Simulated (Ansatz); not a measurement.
Write a Python script for the Ansatz DFT code, driven from Python that makes energies of removing a hydrogen of C3H7AlO, SMILES O[CH]1C[CH2][AlH]1. Settings (for the species named): PBE0, def2-SVPD basis, multiplicity 1.

```xyz
12

O    -1.7026    0.5480    0.8626
C    -0.3649    0.5042    0.7027
C     0.0456   -0.9336    0.4509
C     0.6538   -0.8251   -0.9749
Al    0.2285    1.1092   -1.1180
H    -1.9471    1.5623    1.0418
H     0.2088    0.9824    1.5563
H     0.9415   -1.2018    1.1481
H    -0.7613   -1.6383    0.5922
H     1.6609   -1.0821   -1.0374
H    -0.0598   -1.4219   -1.6527
H     1.1735    2.3415   -1.5377
```

`c3h7alo.py`
```python
"""Cost of removing each kind of hydrogen from C3H7AlO, fragments frozen."""

import ansatz as az

params = {
    "basis_set": "def2-SVPD",
    "xc": "pbe0",
}


def energy(molecule, charge=0, unpaired=0):
    calc = (
        molecule.calculation()
        .basis(gaussian=params["basis_set"])
        .functional(params["xc"])
        .scf(lower_state_search="off")
    )
    if charge:
        calc = calc.charge(charge)
    if unpaired:
        calc = calc.spin("collinear", total=unpaired)
    return calc.run(threads=1, backend="cpu").report["free_energy_ev"]

def without(molecule, index):
    rest = az.Crystal.molecule()
    for i, site in enumerate(molecule.cartesian_sites):
        if i != index:
            rest = rest.atom(site.symbol, site.position_ang)
    return rest

geometry_ang = [
    ("O", (-1.7026, 0.548, 0.8626)),
    ("C", (-0.3649, 0.5042, 0.7027)),
    ("C", (0.0456, -0.9336, 0.4509)),
    ("C", (0.6538, -0.8251, -0.9749)),
    ("Al", (0.2285, 1.1092, -1.118)),
    ("H", (-1.9471, 1.5623, 1.0418)),
    ("H", (0.2088, 0.9824, 1.5563)),
    ("H", (0.9415, -1.2018, 1.1481)),
    ("H", (-0.7613, -1.6383, 0.5922)),
    ("H", (1.6609, -1.0821, -1.0374)),
    ("H", (-0.0598, -1.4219, -1.6527)),
    ("H", (1.1735, 2.3415, -1.5377)),
]
mol = az.Crystal.molecule()
for symbol, xyz in geometry_ang:
    mol = mol.atom(symbol, xyz)

whole = energy(mol, 0)
hydrogen = energy(az.Crystal.molecule().atom("H", (0, 0, 0)), 0, 1)
print(f"E(molecule) = {whole:.5f} eV, E(H) = {hydrogen:.5f} eV")
for index in [5, 6, 8]:
    radical = energy(without(mol, index), 0, 1)
    print(f"H{index}: homolysis {23.060548 * (radical + hydrogen - whole):.1f} kcal/mol")
```

```console
$ python c3h7alo.py
E(molecule) = -11851.59170 eV, E(H) = -13.61361 eV
H5: homolysis 77.5 kcal/mol
H6: homolysis 84.7 kcal/mol
H8: homolysis 111.2 kcal/mol
```

These settings explore the input space; basis and method may be short of convergence. The geometry is a force-field or estimated start, not a minimum of this method, and the basis set is short of its limit. All parts are taken at fixed geometry, without zero-point energy. Timing: 17 s on 1 thread of Intel(R) Xeon(R) 6975P-C (Granite Rapids), on a shared host, peak memory 0.43 GiB.
